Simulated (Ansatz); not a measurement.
# Cs4P4H7O16: the cost of one run

All numbers below are computed with Ansatz 0.2.0 (DFT PBE, plane waves, PAW, scalar-relativistic, no spin polarisation).

### Step 1. The starting structure

The cell holds 31 atoms (Cs4H7O16P4): a = 8.323 Å, b = 8.323 Å, c = 8.119 Å, α = 100.59°, β = 79.41°, γ = 73.82°.

The coordinates stand in the first input below.

### Step 2. Run 1

240 steps of 0.75 fs under a Langevin thermostat at 900 K.

Input file input.yaml:

```yaml
crystal:
  lattice:
    - [-4.998453, -6.655253, 0.0]
    - [4.998453, -6.655253, 0.0]
    - [-2.48474, 0.0, 7.729805]
  atoms:
    - { symbol: Cs, position: [0.6503145, 0.5996855, 0.731761] }
    - { symbol: Cs, position: [0.3496855, 0.4003145, 0.268239] }
    - { symbol: H, position: [0.9611385, 0.7888615, 0.655005] }
    - { symbol: H, position: [0.0388615, 0.2111385, 0.344995] }
    - { symbol: H, position: [0.0, 0.5, 0.0] }
    - { symbol: P, position: [0.1407755, 0.6092245, 0.77018] }
    - { symbol: P, position: [0.8592245, 0.3907755, 0.22982] }
    - { symbol: O, position: [0.069235, 0.680765, 0.617173] }
    - { symbol: O, position: [0.930765, 0.319235, 0.382827] }
    - { symbol: O, position: [0.300047, 0.449953, 0.682045] }
    - { symbol: O, position: [0.699953, 0.550047, 0.317955] }
    - { symbol: O, position: [0.1824625, 0.7620235, 0.880153] }
    - { symbol: O, position: [0.0120235, 0.4324625, 0.119847] }
    - { symbol: O, position: [0.8175375, 0.2379765, 0.119847] }
    - { symbol: O, position: [0.9879765, 0.5675375, 0.880153] }
    - { symbol: Cs, position: [0.1503145, 0.0996855, 0.731761] }
    - { symbol: Cs, position: [0.8496855, 0.9003145, 0.268239] }
    - { symbol: H, position: [0.4611385, 0.2888615, 0.655005] }
    - { symbol: H, position: [0.5388615, 0.7111385, 0.344995] }
    - { symbol: H, position: [0.75, 0.25, 0.0] }
    - { symbol: H, position: [0.5, 0.0, 0.0] }
    - { symbol: P, position: [0.6407755, 0.1092245, 0.77018] }
    - { symbol: P, position: [0.3592245, 0.8907755, 0.22982] }
    - { symbol: O, position: [0.569235, 0.180765, 0.617173] }
    - { symbol: O, position: [0.430765, 0.819235, 0.382827] }
    - { symbol: O, position: [0.800047, 0.949953, 0.682045] }
    - { symbol: O, position: [0.199953, 0.050047, 0.317955] }
    - { symbol: O, position: [0.6824625, 0.2620235, 0.880153] }
    - { symbol: O, position: [0.5120235, 0.9324625, 0.119847] }
    - { symbol: O, position: [0.3175375, 0.7379765, 0.119847] }
    - { symbol: O, position: [0.4879765, 0.0675375, 0.880153] }
total_charge: -1
basis:
  ecutwfc: 420.0
kpoints:
  mp_grid: { grid: [1, 1, 1] }
hamiltonian:
  xc: pbe
scf:
  occupations: { method: fermi_dirac, width: 0.05 }
  lower_state_search: "off"
md:
  timestep: 0.75
  n_steps: 240
  ensemble: nvt_langevin
  temperature: 900.0
  initial_velocities: maxwell_boltzmann
  seed: 61202
  friction: 0.01
```

Command:

```sh
$ ansatz run input.yaml --threads 1 --pin off --max-ram 3072MiB --backend cpu --events-out ev --progress --plain --runs-dir out
```

**Question.** How long does this run take on 1 thread of Arm Neoverse V1, shared host, and how much memory does it need?

About 17 min, with a peak of 0.58 GiB.
